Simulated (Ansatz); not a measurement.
# BrFH3NSi: small, medium and large basis sets

The task here is to estimate one member of a computed series from the others.

Computed with Ansatz 0.2.0, Gaussian basis. Level: one geometry, several basis sets.

The runs, in order: PBE0-D4/def2-SVP; ωB97M-V/def2-SVP; PBE0-D4/def2-QZVPP; ωB97M-V/def2-QZVPP; the functionals' def2-TZVPP values are taken from earlier runs.

## Structure used throughout

An earlier PBE0-D4 in a triple-zeta def2 set relaxation fixed the geometry.

SMILES `N[SiH](F)Br`, 7 atoms, charge 0, spin multiplicity 1.

Atoms are counted from 1 here; the program's logs count them from 0.

Bond lengths: N1–Si2 1.685 Å, N1–H5 1.006 Å, N1–H6 1.007 Å, Si2–F3 1.594 Å, Si2–Br4 2.206 Å, Si2–H7 1.472 Å. Angles: Si2–N1–H5 122.4°, Si2–N1–H6 121.7°, H5–N1–H6 112.8°, N1–Si2–F3 114.6°, N1–Si2–Br4 108.0°, N1–Si2–H7 110.6°, F3–Si2–Br4 105.8°, F3–Si2–H7 106.2°, Br4–Si2–H7 111.6°.

The first run:

in.yaml

```yaml
crystal:
  periodic: [false, false, false]
  atoms:
    - {symbol: N, position_ang: [-0.318593, 0.996645, -0.225598]}
    - {symbol: Si, position_ang: [0.333162, -0.522350, 0.102573]}
    - {symbol: F, position_ang: [0.415299, -0.888901, 1.651565]}
    - {symbol: Br, position_ang: [-0.985555, -2.040408, -0.804180]}
    - {symbol: H, position_ang: [-1.310058, 1.166241, -0.241685]}
    - {symbol: H, position_ang: [0.219697, 1.839578, -0.111843]}
    - {symbol: H, position_ang: [1.707249, -0.618805, -0.416433]}
basis:
  gaussian: {orbitals: def2-SVP}
hamiltonian: {xc: pbe0, dispersion: d4}
output: {orbitals: {seedname: orbitals}}
```

Started as:

```
$ ansatz run in.yaml --threads 2 --pin off --events-out ev --progress --plain --max-ram 22528MiB --backend cpu
```

Steps of the session up to this table: PBE0-D4 in def2-SVP; ωB97M-V in def2-SVP; PBE0-D4 in def2-QZVPP; ωB97M-V in def2-QZVPP.

One table of the session follows, with a row left open; its other results are not shown here.

| functional | basis | HOMO (eV) | LUMO (eV) |
| --- | --- | --- | --- |
| PBE0-D4 | def2-SVP | -8.05 | 1.09 |
| PBE0-D4 | def2-TZVPP | -8.23 | 0.58 |
| PBE0-D4 | def2-QZVPP | -8.27 | 0.31 |
| ωB97M-V | def2-SVP | ? | ? |
| ωB97M-V | def2-TZVPP | -10.56 | 2.06 |
| ωB97M-V | def2-QZVPP | -10.60 | 1.59 |

**Question.** Estimate the row for ωB97M-V, def2-SVP.

As computed: HOMO (eV): -10.36; LUMO (eV): 2.97. In the column «HOMO (eV)» it lies between ωB97M-V, def2-TZVPP (-10.56) and PBE0-D4, def2-QZVPP (-8.27).
